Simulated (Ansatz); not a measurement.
# Lu3Si2F: the cost of one run

Program: Ansatz 0.2.0. Level of theory: DFT PBE, scalar-relativistic, plane waves, PAW. These are calculated values, not measurements.

2 further runs of the same task are left out: 2 that didn't finish.

## 1. Starting point

It takes space group P6/mmm (No. 191, hexagonal). The conventional cell has a = 5.542 Å, b = 5.542 Å, c = 4.282 Å, α = 90.00°, β = 90.00°, γ = 120.00°. Lu (site symmetry mmm) has 4 Si at 2.67 Å and 4 Lu at 2.77 Å and 4 F at 3.50 Å as nearest neighbours. Around Si (site symmetry -6m2) lie 6 Lu at 2.67 Å. F (site symmetry 6/mmm) is surrounded by 6 Si at 3.20 Å and 12 Lu at 3.50 Å.

Coordinates:

```cif
data_structure
_symmetry_space_group_name_H-M 'P 1'
_symmetry_Int_Tables_number 1
_cell_length_a 5.5421
_cell_length_b 5.5421
_cell_length_c 4.2824
_cell_angle_alpha 90.000
_cell_angle_beta 90.000
_cell_angle_gamma 120.000
_cell_volume 113.91
loop_
_atom_site_label
_atom_site_type_symbol
_atom_site_fract_x
_atom_site_fract_y
_atom_site_fract_z
_atom_site_occupancy
Lu1 Lu 0.50000 0.00000 0.50000 1
Lu2 Lu 0.50000 0.50000 0.50000 1
Lu3 Lu 0.00000 0.50000 0.50000 1
Si1 Si 0.33333 0.66667 0.00000 1
Si2 Si 0.66667 0.33333 0.00000 1
F1 F 0.00000 0.00000 0.00000 1
```

A structure generator made this guess: species swapped into a database cell of CeAl3Pd2 (P6/mmm, No. 191), with F on the Ce sites, Lu on the Al sites and Si on the Pd sites. Its size is a rough estimate.

## 2. A first look at the guess

File input.yaml:

```yaml
crystal:
  lattice:
    - [5.54209373, 0.0, 0.0]
    - [-2.77104687, 4.79959396, 0.0]
    - [0.0, 0.0, 4.28243939]
  atoms:
    - { symbol: Lu, position: [0.5, 0.0, 0.5] }
    - { symbol: Lu, position: [0.5, 0.5, 0.5] }
    - { symbol: Lu, position: [0.0, 0.5, 0.5] }
    - { symbol: Si, position: [0.33333333, 0.66666667, 0.0] }
    - { symbol: Si, position: [0.66666667, 0.33333333, 0.0] }
    - { symbol: F, position: [0.0, 0.0, 0.0] }
basis:
  ecutwfc: 420
kpoints:
  mp_grid: { grid: [6, 6, 4] }
hamiltonian:
  xc: pbe
scf:
  occupations: { method: gaussian, width: 0.1 }
  lower_state_search: "off"
output:
  forces: true
  stress: true
  eigenvalues: true
```

Command:

```
> ansatz run input.yaml --threads 1 --pin off --max-ram 2048MiB --backend cpu --events-out ev --progress --plain --runs-dir out
```

What time and memory should one allow on 1 thread of Arm Neoverse V1, shared host?

About 11 s, with a peak of 0.42 GiB.
